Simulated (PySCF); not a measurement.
# TeO⁺: changing the method

Aim: see what other levels and later steps give for TeO⁺.

The runs use PySCF 2.14.0; method and basis as typed in the scripts.

4 further runs of the same task are left out: 1 for a known fault of the program, 3 that didn't finish.

### Step 1. The starting structure

TeO⁺: 2 atoms, charge 1, spin multiplicity 2.

Bond lengths: Te1–O2 2.020 Å.

### Step 2. The run that the others are compared with

input.py

```python
from pyscf import gto, scf, mp

mol = gto.M(
    atom='Te 0 0 0; O 0 0 2.02',
    basis='crenbl',
    ecp={'Te': 'crenbl', 'O': 'crenbl'},
    charge=1,
    spin=1,
    verbose=4,
)
mf = scf.UHF(mol)
mf = mf.newton()
mf.kernel()
mp.MP2(mf).kernel()
mf.dip_moment()
print('orbital energies (hartree):', [e[max(0, n-3):n+3].round(4) for e, n in zip(mf.mo_energy, mol.nelec)])
```

On the command line:

```console
$ python input.py
```

### Step 3. CASCI (ROHF)

Edit 1 changes step after the SCF: mp2 → casci; SCF type: UHF → ROHF; active space: none → 7 electrons in 8 orbitals.

input.py

```python
from pyscf import gto, scf, mcscf

mol = gto.M(
    atom='Te 0 0 0; O 0 0 2.02',
    basis='crenbl',
    ecp={'Te': 'crenbl', 'O': 'crenbl'},
    charge=1,
    spin=1,
    verbose=4,
)
mf = scf.ROHF(mol)
mf = mf.newton()
mf.kernel()
mc = mcscf.CASCI(mf, 8, 7)
mc.kernel()
mc.analyze()
mf.dip_moment()
print('orbital energies (hartree):', mf.mo_energy[..., max(0, mol.nelec[1]-3):mol.nelec[0]+3].round(4))
```

### Step 4. Camb3lyp (UKS)

Edit 2 changes functional: none (Hartree–Fock) → camb3lyp; SCF type: UHF → UKS; step after the SCF: mp2 → analyze.

input.py: that of step 2 with these lines changed.

```diff
@@ -1,2 +1,2 @@
-from pyscf import gto, scf, mp
+from pyscf import gto, dft
 
@@ -10,6 +10,6 @@
 )
-mf = scf.UHF(mol)
+mf = dft.UKS(mol, xc='camb3lyp')
 mf = mf.newton()
 mf.kernel()
-mp.MP2(mf).kernel()
+mf.mulliken_pop()
 mf.dip_moment()
```

### Step 5. Lc_wpbe (UKS)

Edit 3 changes functional: none (Hartree–Fock) → lc_wpbe; SCF type: UHF → UKS; step after the SCF: mp2 → analyze.

input.py: that of step 2 with these lines changed.

```diff
@@ -1,2 +1,2 @@
-from pyscf import gto, scf, mp
+from pyscf import gto, dft
 
@@ -10,6 +10,6 @@
 )
-mf = scf.UHF(mol)
+mf = dft.UKS(mol, xc='lc_wpbe')
 mf = mf.newton()
 mf.kernel()
-mp.MP2(mf).kernel()
+mf.mulliken_pop()
 mf.dip_moment()
```

### Step 6. B3pw91 (UKS)

Edit 4 changes functional: none (Hartree–Fock) → b3pw91; SCF type: UHF → UKS; step after the SCF: mp2 → analyze.

input.py: that of step 2 with these lines changed.

```diff
@@ -1,2 +1,2 @@
-from pyscf import gto, scf, mp
+from pyscf import gto, dft
 
@@ -10,6 +10,6 @@
 )
-mf = scf.UHF(mol)
+mf = dft.UKS(mol, xc='b3pw91')
 mf = mf.newton()
 mf.kernel()
-mp.MP2(mf).kernel()
+mf.mulliken_pop()
 mf.dip_moment()
```

### Step 7. Frequency run

Edit 5 changes step after the SCF: mp2 → frequency.

input.py: that of step 2 with these lines changed.

```diff
@@ -1,2 +1,3 @@
-from pyscf import gto, scf, mp
+from pyscf import gto, scf
+from pyscf.hessian import thermo
 
@@ -13,3 +14,4 @@
 mf.kernel()
-mp.MP2(mf).kernel()
+hess = mf.Hessian().kernel()
+print('wavenumber (cm^-1) =', thermo.harmonic_analysis(mol, hess)['freq_wavenumber'].round(1))
 mf.dip_moment()
```

What does the calculation give? Wanted: for each run, E(SCF); from base; gap, α spin; after the SCF.

**Answer**, as computed:

| run | E(SCF) (hartree) | from base (eV) | cycles | gap, α spin (eV) | after the SCF |
| --- | --- | --- | --- | --- | --- |
| base | -109.562642 | 0 | 7 macro | 8.54 | MP2 correlation -12.614 eV |
| CASCI (ROHF) | -109.567250 | -0.1254 | 4 macro | n/a | CASCI correlation -3.629 eV |
| camb3lyp (UKS) | -111.743236 | not comparable | 3 macro | 4.59 | n/a |
| lc_wpbe (UKS) | -112.052229 | not comparable | 3 macro | 7.01 | n/a |
| b3pw91 (UKS) | -111.874375 | not comparable | 3 macro | 1.71 | n/a |
| frequency run | -109.562642 | 0.0000 | 7 macro | 8.54 | n/a |

In words: Total energies of different functionals can't be compared with each other; differences within one functional can. The dearest run is “camb3lyp (UKS)”, at 6.9 s against 1.7 s.
